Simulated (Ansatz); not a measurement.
TaVN2:

```
Ta V N
1.0
     3.04987    0.00000    0.00000
     0.00000    3.04987    0.00000
     0.00000    0.00000    4.29606
Ta V N
1 1 2
Direct
  0.00000 0.00000 0.00000
  0.50000 0.50000 0.50000
  0.50000 0.50000 0.00000
  0.00000 0.00000 0.50000
```

The cell comes from a database or a generator and needn't be the stable form of this composition.

Alike in all runs: program Ansatz 0.2.0; functional PBEsol; potentials or basis Ansatz PAW; cutoff 420 eV (not typed: the program's choice for these potentials); k mesh 9 × 9 × 6; occupations fermi-dirac, width 0.05 eV.

The same cell was started in several ways:

```tsv
start	free energy over the lowest (meV/atom)	net moment (μB)	site or absolute moments (μB)	gap
collinear spin, ferromagnetic start of up to 3.5 μB	0.0	0.90	Ta -0.03; V +0.74; N +0.02	none (metal or under the smearing width)
no spin polarisation	3.3	-	-	none (metal or under the smearing width)
collinear spin, random start of up to 1.46 μB	0.0	0.90	Ta -0.03; V +0.74; N +0.02	none (metal or under the smearing width)
collinear spin, ferromagnetic start of up to 2 μB	0.0	0.90	Ta -0.03; V +0.74; N +0.02	none (metal or under the smearing width)
```

Allowing spin polarisation gains 3 meV/atom. A still lower state may exist.
